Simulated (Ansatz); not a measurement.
This script drives Ansatz 0.2.0 through its Python package.

`ch6albo.py`
```python
'''Vibrations of CH6AlBO.'''

import itertools

import ansatz as az
from ase.data import atomic_numbers, covalent_radii
import numpy as np

GEOMETRY = '''
B    -1.84400    0.91570   -0.75960
Al    0.01830    0.24220   -1.06090
O     0.55690   -1.26600   -0.16330
C     1.22100   -0.88190    1.07970
H    -2.25170    1.92180   -1.36070
H    -2.62410    0.41920   -0.03170
H     1.04700    1.00640   -2.04430
H     1.51850   -1.79180    1.60570
H     2.04550   -0.22860    0.98420
H     0.39580   -0.38830    1.75380
'''


def main() -> None:
    molecule = az.Crystal.molecule()
    for line in GEOMETRY.strip().splitlines():
        symbol, *xyz = line.split()
        molecule = molecule.atom(symbol, [float(v) for v in xyz])

    model = (
        molecule.calculation()
        .basis(gaussian='def2-SVP')
        .functional('b3lyp', dispersion='d4')
    )
    symbols = [site.symbol for site in molecule.cartesian_sites]
    start = np.array([site.position_ang for site in molecule.cartesian_sites], dtype=float)
    rep = model.relax(force_tolerance=0.003).run(threads=1).report
    end = np.array(rep['positions_ang'])

    # pairs closer than 1.2 times the sum of covalent radii, before or after
    radius = [covalent_radii[atomic_numbers[s]] for s in symbols]
    span = lambda where, i, j: np.linalg.norm(where[i] - where[j])
    bonded = [(i, j) for i, j in itertools.combinations(range(len(symbols)), 2) if min(span(start, i, j), span(end, i, j)) < 1.2 * (radius[i] + radius[j])]
    print('pair        before    after (A)')
    for i, j in bonded:
        print(f'{symbols[i]}{i}-{symbols[j]}{j}'.ljust(10), f'{span(start, i, j):8.4f} {span(end, i, j):8.4f}')

    # same settings at the minimum
    minimum = az.Crystal.molecule()
    for symbol, place in zip(symbols, end):
        minimum = minimum.atom(symbol, place.tolist())
    vibrating = (
        minimum.calculation()
        .basis(gaussian='def2-SVP')
        .functional('b3lyp', dispersion='d4')
        .phonons(temperatures=(298.15, 498.15, 100))
    )
    vib = vibrating.run(threads=1).report['vibrations']
    sums = vib['harmonic_sums']
    modes = [m['omega_inv_cm'] for m in sums['modes_at_gamma'] if m['rigid_motion'] == 'no']
    for number, w in enumerate(modes, start=1):
        print(f'mode {number:2d} {w:9.1f} 1/cm {w / 8065.544 * 1000:8.2f} meV')
    print('imaginary modes:', sum(w < 0 for w in modes), ' zero-point energy:', round(sums['zero_point_energy_ev'], 4), 'eV')
    print('T (K)   F_vib (eV)   S_vib (meV/K)   C_vib (meV/K)')
    for row in zip(sums['temperatures_k'], sums['vibrational_free_energy_ev'], vib['entropy_ev_per_k'], vib['heat_capacity_ev_per_k']):
        print(f'{row[0]:6.1f} {row[1]:11.4f} {1000 * row[2]:13.4f} {1000 * row[3]:15.4f}')


if __name__ == '__main__':
    main()
```

It is started by `python ch6albo.py`. How long does it take on 1 thread of Intel(R) Xeon(R) Platinum 8259CL CPU @ 2.50GHz (Skylake/Cascade Lake), on a shared host, and how much memory does it need?

It took about 4.9 min, with a peak of 0.26 GiB, for 2 runs of the engine.

```console
$ python ch6albo.py
pair        before    after (A)
B0-Al1       2.0031   2.1287
B0-H4        1.2409   1.2110
B0-H5        1.1768   1.2110
Al1-O2       1.8359   1.7066
Al1-H6       1.6153   1.5856
O2-C3        1.4607   1.3941
C3-H7        1.0923   1.1057
C3-H8        1.0563   1.1057
C3-H9        1.1743   1.1089
mode  1      80.4 1/cm     9.97 meV
mode  2      87.3 1/cm    10.82 meV
mode  3     128.2 1/cm    15.89 meV
mode  4     166.2 1/cm    20.60 meV
mode  5     208.3 1/cm    25.82 meV
mode  6     365.1 1/cm    45.26 meV
mode  7     532.3 1/cm    65.99 meV
mode  8     585.6 1/cm    72.60 meV
mode  9     650.2 1/cm    80.61 meV
mode 10     717.9 1/cm    89.00 meV
mode 11     851.1 1/cm   105.52 meV
mode 12    1149.7 1/cm   142.54 meV
mode 13    1178.2 1/cm   146.07 meV
mode 14    1188.1 1/cm   147.30 meV
mode 15    1240.1 1/cm   153.76 meV
mode 16    1470.5 1/cm   182.32 meV
mode 17    1477.4 1/cm   183.17 meV
mode 18    1485.9 1/cm   184.23 meV
mode 19    1928.6 1/cm   239.11 meV
mode 20    2543.8 1/cm   315.39 meV
mode 21    2621.4 1/cm   325.01 meV
mode 22    2965.5 1/cm   367.67 meV
mode 23    3035.6 1/cm   376.37 meV
mode 24    3055.9 1/cm   378.88 meV
imaginary modes: 0  zero-point energy: 1.842 eV
T (K)   F_vib (eV)   S_vib (meV/K)   C_vib (meV/K)
 298.1      1.7273        0.7940          0.7264
 398.1      1.6360        1.0282          0.8984
 498.1      1.5222        1.2462          1.0487
```

The frequencies are harmonic and unscaled, in a modest basis. The result belongs to the one conformer reached from this start, and soft torsions count as harmonic oscillators. b3lyp holds the VWN-RPA fit, as in Gaussian; the form of ORCA and Turbomole is b3lyp5.

(A comment or docstring line of the script was reworded after the run, the code is as it ran; lines on the test bed's own set-up are left out of the output.)
